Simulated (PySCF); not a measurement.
# WO₂⁻: structure of the quartet

The task is one start of a wider search on WO₂⁻: the quartet, from a linear start. It is relaxed, tested by its Hessian and followed downhill if it is a saddle.

Method: PBE0, basis W def2-SVPD with ECP60, O def2-SVPD, scalar-relativistic core potentials, no spin–orbit coupling, density fitting; program: PySCF 2.14.0.

## Step 1: The starting structure

3 atoms, charge -1, spin multiplicity 4.

Bond lengths: W1–O2 1.770 Å, W1–O3 1.770 Å. Angles: O2–W1–O3 180.0°.

Z-matrix (Å, degrees; charge -1 multiplicity 4):
```
W
O  1 1.7700
O  1 1.7700 2 180.00
```

## Step 2: Relaxing the quartet from the linear start

One driver script runs all steps and calls PySCF; scf.py shows how it sets up the SCF of each step. The optimiser is the driver's own. Before each start the driver seeks the lowest SCF state from one or more starting densities and follows internal instabilities, so scf.py alone need not reach the same state.

The program finds D∞h symmetry in the start, which this walk keeps.

scf.py reads:

```python
from pyscf import gto, scf, dft
mol = gto.M(atom='''
W      0.000000     0.000000     0.000000
O      0.000000     0.000000     1.770000
O      0.000000     0.000000    -1.770000''',
    basis={'W': 'def2-SVPD', 'O': 'def2-SVPD'},
    ecp={'W': 'def2-SVPD'},
    charge=-1, spin=3)
mf = dft.UKS(mol, xc='PBE0')
mf.grids.atom_grid = (50, 194)
aux = {'W': 'def2-universal-JKFIT', 'O': 'def2-universal-JKFIT'}
mf = mf.density_fit(auxbasis=aux)
mf.kernel()
```

The optimiser's trace:

```tsv
step	energy (Eh)	change (kJ/mol)	largest symmetric gradient (Eh/bohr)
0	-217.309325	0.00	0.04725
1	-217.312710	-8.89	0.01607
2	-217.313271	-10.36	0.00197
3	-217.313279	-10.38	0.00010
4	-217.313279	-10.38	0.00000
```

The walk took 4.6 s on 4 threads, shared host.

After 4 steps and 10.4 kJ/mol it ends at D∞h: W–O 1.816 Å (×2); O–W–O 180.0°.

## Step 3: Hessian and properties

On the finer grid the gradient is checked again; gradients at displacements of ±0.01 bohr then give force constants and infrared intensities.

scf.py, as its differences from that of step 2:

```diff
@@ -4,2 +4,2 @@
-O      0.000000     0.000000     1.770000
-O      0.000000     0.000000    -1.770000''',
+O      0.000000    -0.000000     1.815950
+O     -0.000000     0.000000    -1.815950''',
@@ -10 +10 @@
-mf.grids.atom_grid = (50, 194)
+mf.grids.atom_grid = (75, 302)
```

This SCF starts from the last density.

SCF at the final geometry:

```text
init E= -217.313221766502
[... the frontier-level lines of each cycle are left out ...]
cycle= 1 E= -217.313221766507  delta_E= -5e-12  |g|= 2.12e-06  |ddm|= 3.53e-06
Extra cycle  E= -217.313221766495  delta_E= 1.24e-11  |g|= 5.58e-06  |ddm|= 6.62e-06
converged SCF energy = -217.313221766495  <S^2> = 3.7936055  2S+1 = 4.0217436
```

The whole step took 8.9 s.

Geometry: D∞h; W–O 1.816 Å (×2); O–W–O 180.0°.

Modes, for the most abundant isotopes:

| symmetry | ω (cm⁻¹) | IR (km/mol) | μ (u) |
| --- | --- | --- | --- |
| πu | 193i | 39.3 | 18.50 |
| σu+ | 769 | 664 | 18.50 |
| σg+ | 892 | 0.0 | 15.99 |

With 2 modes imaginary (up to 193i cm⁻¹) this point is a saddle.

Constants and moments:

```
Dipole moment about the centre of mass                          : 0.00 D
Highest occupied level                                          : -1.52 eV
Lowest empty level                                              : 2.15 eV
Rotational constants                                            : 0.1598 cm⁻¹
Zero-point energy (real modes)                                  : 9.9 kJ/mol
Principal polarisabilities                                      : 60.0, 60.0, 78.6 bohr³
Principal traceless quadrupole moments about the centre of mass : -24.93, 12.47, 12.47 D Å
Spin squared ⟨S²⟩                                               : 3.794
```

Charges (e) and bond orders:

```json
{"atom": "W1", "Mulliken": "0.84", "Löwdin": "0.68", "polar tensor": "1.08", "spin (Mulliken)": "3.48", "Mayer order to W1": "–"}
{"atom": "O2,3", "Mulliken": "-0.92", "Löwdin": "-0.84", "polar tensor": "-1.04", "spin (Mulliken)": "-0.24", "Mayer order to W1": "1.35"}
```

Outer orbital energies (eV). α occupied: -4.30, -4.30, -2.40, -2.40, -1.92, -1.77, -1.52, -1.52; empty: 4.05, 4.05, 4.84, 4.95. β occupied: -19.38, -17.72, -5.15, -4.14, -4.14, -2.77, -2.77, -2.04; empty: 2.15, 3.79, 3.79, 4.91.

Mulliken populations on W1 (outside its core potential): s 2.93, p 6.17, d 3.95, f 0.11.

## Step 4: Downhill along the imaginary mode

The start is the last point, displaced along its most imaginary mode.

The program finds C2v symmetry in the start, which this walk keeps. Threshold on the gradient: 0.0003 Eh/bohr, with a further test on the energy change.

scf.py, as its differences from that of step 3:

```diff
@@ -3,3 +3,3 @@
-W      0.000000     0.000000     0.000000
-O      0.000000    -0.000000     1.815950
-O     -0.000000     0.000000    -1.815950''',
+W     -0.000133     0.020868    -0.000000
+O      0.000763    -0.119998     1.815950
+O      0.000763    -0.119998    -1.815950''',
@@ -10 +10 @@
-mf.grids.atom_grid = (75, 302)
+mf.grids.atom_grid = (50, 194)
```

Steps of the walk:

```tsv
step	energy (Eh)	change (kJ/mol)	largest symmetric gradient (Eh/bohr)
0	-217.314429	0.00	0.00786
1	-217.315607	-3.09	0.01268
2	-217.317473	-7.99	0.01347
3	-217.320106	-14.90	0.01392
4	-217.323034	-22.59	0.01328
5	-217.323998	-25.12	0.05851
6	-217.330222	-41.46	0.00764
7	-217.330931	-43.32	0.00216
8	-217.331090	-43.74	0.00140
9	-217.331093	-43.75	0.00012
10	-217.331093	-43.75	0.00000
```

The walk took 11 s.

It settles in C2v symmetry, 43.8 kJ/mol below the start, after 10 steps: W–O 1.769 Å (×2); O–W–O 130.6°.

## Step 5: Frequencies

As before: finer grid, then central differences.

scf.py, as its differences from that of step 4:

```diff
@@ -3,3 +3,3 @@
-W     -0.000133     0.020868    -0.000000
-O      0.000763    -0.119998     1.815950
-O      0.000763    -0.119998    -1.815950''',
+W     -0.000692     0.108847    -0.000000
+O      0.004000    -0.628990     1.607990
+O      0.004000    -0.628990    -1.607990''',
@@ -10 +10 @@
-mf.grids.atom_grid = (50, 194)
+mf.grids.atom_grid = (75, 302)
```

Log of the central SCF (cycles and frontier levels):

```text
init E= -217.331102443059
[... the frontier-level lines of each cycle are left out ...]
cycle= 1 E= -217.331102426954  delta_E= 1.61e-08  |g|= 0.00021  |ddm|= 0.000176
cycle= 2 E= -217.33110227497  delta_E= 1.52e-07  |g|= 0.000643  |ddm|= 0.000541
cycle= 3 E= -217.331102444983  delta_E= -1.7e-07  |g|= 5.32e-06  |ddm|= 0.000408
cycle= 4 E= -217.331102445006  delta_E= -2.29e-11  |g|= 1.39e-06  |ddm|= 3.74e-06
Extra cycle  E= -217.331102444995  delta_E= 1.16e-11  |g|= 3.54e-06  |ddm|= 4.55e-06
converged SCF energy = -217.331102444995  <S^2> = 3.7721966  2S+1 = 4.0110829
```

The whole step took 13 s.

Geometry: C2v; W–O 1.769 Å (×2); O–W–O 130.7°.

Harmonic modes (main isotopes):

```
symmetry  ω (cm⁻¹)  IR (km/mol)  μ (u)
      a1       221          0.1  17.75
      b2       840          415  18.07
      a1       924          104  16.60
```

No imaginary mode, so this is a minimum.

Properties at this point:

* Dipole moment about the centre of mass: 1.72 D
* Highest occupied level: -0.33 eV
* Lowest empty level: 2.39 eV
* Rotational constants: 1.136, 0.2038, 0.1728 cm⁻¹
* Zero-point energy: 11.9 kJ/mol
* Principal polarisabilities: 60.1, 65.0, 74.7 bohr³
* Principal traceless quadrupole moments about the centre of mass: -13.80, 3.28, 10.52 D Å
* Entropy at 298.15 K and 1 bar (electronic part: spin only): 288.2 J/(mol K)
* Heat capacity Cp at 298.15 K: 45.2 J/(mol K)
* Enthalpy at 298.15 K above 0 K: 11.61 kJ/mol
* Rotational symmetry number: 2
* Spin squared ⟨S²⟩: 3.772

Populations by atom (charges in e):

| atom | Mulliken | Löwdin | polar tensor | spin (Mulliken) | Mayer order to W1 |
| --- | --- | --- | --- | --- | --- |
| W1 | 0.65 | 0.52 | 0.69 | 3.28 | – |
| O2,3 | -0.83 | -0.76 | -0.85 | -0.14 | 1.52 |

Outer orbital energies (eV). α occupied: -5.02, -4.76, -3.84, -3.69, -2.73, -1.75, -0.59, -0.33; empty: 4.18, 4.44, 4.47, 4.70. β occupied: -19.53, -18.49, -5.42, -4.79, -4.54, -3.57, -3.50, -2.80; empty: 2.39, 3.96, 4.00, 5.01.

Mulliken populations on W1 (outside its core potential): s 2.94, p 6.35, d 3.94, f 0.11.

## Step 6: All stationary points

| spin | group | bonds | imaginary modes (cm⁻¹) | ΔE (kJ/mol) | with zero-point energy |
| --- | --- | --- | --- | --- | --- |
| quartet | C2v | W–O 1.769 Å (×2) | none | 0.0 | 0.0 |
| quartet | D∞h | W–O 1.816 Å (×2) | 193i, 193i | 46.9 | – |

## Step 7: Summary of results

| quantity | value |
| --- | --- |
| minimum | quartet, C2v |
| geometry | W–O 1.769 Å (×2); O–W–O 130.7° |
| wavenumbers (cm⁻¹) | 221 (a1), 840 (b2), 924 (a1) |
| dipole moment (centre of mass) | 1.72 D |
| highest occupied, lowest empty level (either spin) | -0.33, 2.39 eV |
| polar-tensor charge of W1 | +0.69 e |
| zero-point energy | 11.9 kJ/mol |
| entropy at 298.15 K | 288.2 J/(mol K) |
| ⟨S²⟩ | 3.772 |

What this shows: From D∞h at the start the molecule goes to a C2v minimum, after a stop at a second-order saddle point 46.9 kJ/mol higher, from which it was pushed off along an imaginary mode. In the infrared the band at 840 cm⁻¹ (b2, stretch) leads. Most of the spin sits on W1 (Mulliken spin 3.28, against 3 for the whole molecule). Only this shape and spin were tried, so other structures or states may lie lower. One determinant may miss the lowest occupation of an open d or f shell. Spin–orbit coupling, left out here, can matter for elements this heavy.

The search up to here took 43 s on 4 threads, shared host.
